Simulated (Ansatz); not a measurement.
# ScZn: energy and pressure over a range of volumes

How stiff is ScZn, and at what volume does the pressure vanish? The cell is scaled evenly, atoms carried along, and solved with LAPW, PAW and all-electron datasets made for the crystal.

Method: DFT PBEsol, scalar-relativistic, in Ansatz 0.2.0.

## 1. The starting structure

The structure is cubic, space group Pm-3m (No. 221). The conventional cell has a = 3.350 Å, b = 3.350 Å, c = 3.350 Å, α = 90.00°, β = 90.00°, γ = 90.00°. Around Sc (site symmetry m-3m) lie 8 Zn at 2.90 Å. Zn (site symmetry m-3m) is surrounded by 8 Sc at 2.90 Å.

As a file:

```
Sc Zn
1.0
     3.35000    0.00000    0.00000
     0.00000    3.35000    0.00000
     0.00000    0.00000    3.35000
Sc Zn
1 1
Direct
  0.00000 0.00000 0.00000
  0.50000 0.50000 0.50000
```

Atoms are numbered in the order of the input: Sc1, Zn2.

## 2. Volume × 0.96, LAPW

input.yaml reads:

```yaml
crystal:
  lattice:
    - [3.3047241796, 0.0, 0.0]
    - [0.0, 3.3047241796, 0.0]
    - [0.0, 0.0, 3.3047241796]
  atoms:
    - { symbol: Sc, position: [0.0, 0.0, 0.0] }
    - { symbol: Zn, position: [0.5, 0.5, 0.5] }
kpoints:
  mp_grid: { grid: [10, 10, 10] }
  band_path:
    path:
      - [0.0, 0.0, 0.0]
      - [0.0, 0.5, 0.0]
      - [0.5, 0.5, 0.0]
      - [0.0, 0.0, 0.0]
      - [0.5, 0.5, 0.5]
      - [0.0, 0.5, 0.0]
      - [0.5, 0.5, 0.5]
      - [0.5, 0.5, 0.0]
    npoints: 5
scf:
  occupations: { method: fermi_dirac, width: 0.03 }
hamiltonian:
  xc: pbesol
  pseudopotentials: { kind: all_electron, lapw: { basis_error: 0.0005 } }
output:
  forces: true
  stress: true
  eigenvalues: true
```

Launch:

```console
$ ansatz run input.yaml --threads 1 --pin off --max-ram 3072MiB --backend cpu --events-out ev --progress --plain --runs-dir out
```

## 3. Volume × 0.96, PAW

input.yaml reads:

```yaml
crystal:
  lattice:
    - [3.3047241796, 0.0, 0.0]
    - [0.0, 3.3047241796, 0.0]
    - [0.0, 0.0, 3.3047241796]
  atoms:
    - { symbol: Sc, position: [0.0, 0.0, 0.0] }
    - { symbol: Zn, position: [0.5, 0.5, 0.5] }
kpoints:
  mp_grid: { grid: [10, 10, 10] }
scf:
  occupations: { method: fermi_dirac, width: 0.03 }
hamiltonian:
  xc: pbesol
  pseudopotentials: { kind: paw }
output:
  forces: true
  stress: true
  eigenvalues: true
  efg: { contact_densities: true }
```

## 4. Volume × 0.96, crystal datasets

Changes to input.yaml since step 3:

```diff
@@ -14,3 +14,3 @@
   xc: pbesol
-  pseudopotentials: { kind: paw }
+  pseudopotentials: { kind: all_electron, datasets: crystal }
 output:
```

## 5. Volume × 0.99, LAPW

input.yaml reads:

```yaml
crystal:
  lattice:
    - [3.3387959029, 0.0, 0.0]
    - [0.0, 3.3387959029, 0.0]
    - [0.0, 0.0, 3.3387959029]
  atoms:
    - { symbol: Sc, position: [0.0, 0.0, 0.0] }
    - { symbol: Zn, position: [0.5, 0.5, 0.5] }
kpoints:
  mp_grid: { grid: [10, 10, 10] }
  band_path:
    path:
      - [0.0, 0.0, 0.0]
      - [0.0, 0.5, 0.0]
      - [0.5, 0.5, 0.0]
      - [0.0, 0.0, 0.0]
      - [0.5, 0.5, 0.5]
      - [0.0, 0.5, 0.0]
      - [0.5, 0.5, 0.5]
      - [0.5, 0.5, 0.0]
    npoints: 5
scf:
  occupations: { method: fermi_dirac, width: 0.03 }
hamiltonian:
  xc: pbesol
  pseudopotentials: { kind: all_electron, lapw: { basis_error: 0.0005 } }
output:
  forces: true
  stress: true
  eigenvalues: true
```

## 6. Volume × 0.99, PAW

input.yaml reads:

```yaml
crystal:
  lattice:
    - [3.3387959029, 0.0, 0.0]
    - [0.0, 3.3387959029, 0.0]
    - [0.0, 0.0, 3.3387959029]
  atoms:
    - { symbol: Sc, position: [0.0, 0.0, 0.0] }
    - { symbol: Zn, position: [0.5, 0.5, 0.5] }
kpoints:
  mp_grid: { grid: [10, 10, 10] }
scf:
  occupations: { method: fermi_dirac, width: 0.03 }
hamiltonian:
  xc: pbesol
  pseudopotentials: { kind: paw }
output:
  forces: true
  stress: true
  eigenvalues: true
  efg: { contact_densities: true }
```

## 7. Volume × 0.99, crystal datasets

Changes to input.yaml since step 6:

```diff
@@ -14,3 +14,3 @@
   xc: pbesol
-  pseudopotentials: { kind: paw }
+  pseudopotentials: { kind: all_electron, datasets: crystal }
 output:
```

## 8. Volume × 1.02, LAPW

input.yaml reads:

```yaml
crystal:
  lattice:
    - [3.372186077, 0.0, 0.0]
    - [0.0, 3.372186077, 0.0]
    - [0.0, 0.0, 3.372186077]
  atoms:
    - { symbol: Sc, position: [0.0, 0.0, 0.0] }
    - { symbol: Zn, position: [0.5, 0.5, 0.5] }
kpoints:
  mp_grid: { grid: [10, 10, 10] }
  band_path:
    path:
      - [0.0, 0.0, 0.0]
      - [0.0, 0.5, 0.0]
      - [0.5, 0.5, 0.0]
      - [0.0, 0.0, 0.0]
      - [0.5, 0.5, 0.5]
      - [0.0, 0.5, 0.0]
      - [0.5, 0.5, 0.5]
      - [0.5, 0.5, 0.0]
    npoints: 5
scf:
  occupations: { method: fermi_dirac, width: 0.03 }
hamiltonian:
  xc: pbesol
  pseudopotentials: { kind: all_electron, lapw: { basis_error: 0.0005 } }
output:
  forces: true
  stress: true
  eigenvalues: true
```

## 9. Volume × 1.02, PAW

input.yaml reads:

```yaml
crystal:
  lattice:
    - [3.372186077, 0.0, 0.0]
    - [0.0, 3.372186077, 0.0]
    - [0.0, 0.0, 3.372186077]
  atoms:
    - { symbol: Sc, position: [0.0, 0.0, 0.0] }
    - { symbol: Zn, position: [0.5, 0.5, 0.5] }
kpoints:
  mp_grid: { grid: [10, 10, 10] }
scf:
  occupations: { method: fermi_dirac, width: 0.03 }
hamiltonian:
  xc: pbesol
  pseudopotentials: { kind: paw }
output:
  forces: true
  stress: true
  eigenvalues: true
  efg: { contact_densities: true }
```

## 10. Volume × 1.02, crystal datasets

Changes to input.yaml since step 9:

```diff
@@ -14,3 +14,3 @@
   xc: pbesol
-  pseudopotentials: { kind: paw }
+  pseudopotentials: { kind: all_electron, datasets: crystal }
 output:
```

## 11. Volume × 1.06, LAPW

input.yaml reads:

```yaml
crystal:
  lattice:
    - [3.4157029551, 0.0, 0.0]
    - [0.0, 3.4157029551, 0.0]
    - [0.0, 0.0, 3.4157029551]
  atoms:
    - { symbol: Sc, position: [0.0, 0.0, 0.0] }
    - { symbol: Zn, position: [0.5, 0.5, 0.5] }
kpoints:
  mp_grid: { grid: [10, 10, 10] }
  band_path:
    path:
      - [0.0, 0.0, 0.0]
      - [0.0, 0.5, 0.0]
      - [0.5, 0.5, 0.0]
      - [0.0, 0.0, 0.0]
      - [0.5, 0.5, 0.5]
      - [0.0, 0.5, 0.0]
      - [0.5, 0.5, 0.5]
      - [0.5, 0.5, 0.0]
    npoints: 5
scf:
  occupations: { method: fermi_dirac, width: 0.03 }
hamiltonian:
  xc: pbesol
  pseudopotentials: { kind: all_electron, lapw: { basis_error: 0.0005 } }
output:
  forces: true
  stress: true
  eigenvalues: true
```

## 12. Volume × 1.06, PAW

input.yaml reads:

```yaml
crystal:
  lattice:
    - [3.4157029551, 0.0, 0.0]
    - [0.0, 3.4157029551, 0.0]
    - [0.0, 0.0, 3.4157029551]
  atoms:
    - { symbol: Sc, position: [0.0, 0.0, 0.0] }
    - { symbol: Zn, position: [0.5, 0.5, 0.5] }
kpoints:
  mp_grid: { grid: [10, 10, 10] }
scf:
  occupations: { method: fermi_dirac, width: 0.03 }
hamiltonian:
  xc: pbesol
  pseudopotentials: { kind: paw }
output:
  forces: true
  stress: true
  eigenvalues: true
  efg: { contact_densities: true }
  write_density: true
  write_potential: true
  elf: true
  volumetric_format: npy
```

## 13. Volume × 1.06, crystal datasets

Changes to input.yaml since step 12:

```diff
@@ -14,3 +14,3 @@
   xc: pbesol
-  pseudopotentials: { kind: paw }
+  pseudopotentials: { kind: all_electron, datasets: crystal }
 output:
@@ -20,5 +20 @@
   efg: { contact_densities: true }
-  write_density: true
-  write_potential: true
-  elf: true
-  volumetric_format: npy
```

(Steps that only read results are left out.)

**Question.** What will these runs give?

The runs gave:

| quantity | value |
| --- | --- |
| pressure at 18.05 Å³/atom (LAPW) | -0.21 GPa |
| pressure at 19.93 Å³/atom (LAPW) | -6.86 GPa |

In words: Over this range the mean stiffness −dP/dlnV is 67 GPa by LAPW; the pressure keeps one sign, so equilibrium lies outside the range. No thermal or zero-point expansion is included.
